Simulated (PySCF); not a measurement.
# Cl3H2NTi: the cost of one run

Program: PySCF 2.14.0. Level of theory: levels as typed in each script, gas phase, geometry from GFN2-xTB. These are calculated values, not measurements.

**1. The system as given**

SMILES `N[Ti](Cl)(Cl)Cl`, 7 atoms, charge 0, spin multiplicity 1.

Bond lengths: N1–Ti2 1.816 Å, N1–H6 1.022 Å, N1–H7 1.022 Å, Ti2–Cl3 2.131 Å, Ti2–Cl4 2.131 Å, Ti2–Cl5 2.134 Å. Angles: Ti2–N1–H6 125.9°, Ti2–N1–H7 125.9°, H6–N1–H7 108.2°, N1–Ti2–Cl3 111.8°, N1–Ti2–Cl4 111.8°, N1–Ti2–Cl5 112.6°, Cl3–Ti2–Cl4 108.1°, Cl3–Ti2–Cl5 106.1°, Cl4–Ti2–Cl5 106.1°.

Coordinates:

```
N    -0.0001    0.0786   -2.0984
Ti   -0.0002    0.0164   -0.2838
Cl   -1.7275    0.9541    0.5394
Cl    1.7231    0.9619    0.5393
Cl    0.0047   -1.9802    0.4701
H    -0.8278    0.0880   -2.6978
H     0.8272    0.0917   -2.6978
```

**2. Density, bond paths and surface potential (PBE0/def2-tzvp)**

Input file input.py:

```python
import numpy as np
from pyscf import gto, scf, dft
from pyscf.scf import atom_ks, atom_hf
from scipy.linalg import block_diag

def solve(mol, dm0=None, hcore=None):
    mf = (dft.UKS if mol.spin else dft.RKS)(mol, xc='pbe0')
    mf.grids.level = 3
    mf = mf.density_fit(auxbasis='def2-universal-jkfit')
    mf.conv_tol, mf.max_cycle = 1e-8, 80
    if hcore is not None:
        mf.get_hcore = lambda *args: hcore
    mf.kernel(dm0)
    if not mf.converged:
        mf = mf.newton().run(mf.mo_coeff, mf.mo_occ, max_cycle=30)
    assert mf.converged, 'SCF not converged'
    return mf

mol = gto.M(atom='''
N     -0.00015     0.07863    -2.09842
Ti    -0.00019     0.01644    -0.28384
Cl    -1.72749     0.95410     0.53939
Cl     1.72311     0.96187     0.53929
Cl     0.00474    -1.98019     0.47009
H     -0.82785     0.08797    -2.69778
H      0.82720     0.09170    -2.69783
''', basis='def2-tzvp', charge=0, spin=0, verbose=4)
mf = solve(mol)
mf.analyze()
# spherically averaged free atoms, for the promolecule
atm = atom_ks.get_atm_nrks(mol, xc='pbe0')
pro = block_diag(*[(atm[a[0]][2] * atm[a[0]][3]) @ atm[a[0]][2].T for a in mol._atom])
np.savez('result.npz', e=mf.e_tot, c=mf.mo_coeff, occ=mf.mo_occ, eps=mf.mo_energy, pro=pro, dip=mf.dip_moment(verbose=0), s2=mf.spin_square()[0])
```

The run is started by

```
$ OMP_NUM_THREADS=1 python input.py
```

**Question.** How long does this run take on 1 thread of Arm Neoverse N1, shared host, and how much memory does it need?

About 54 s, with a peak of 0.78 GiB.
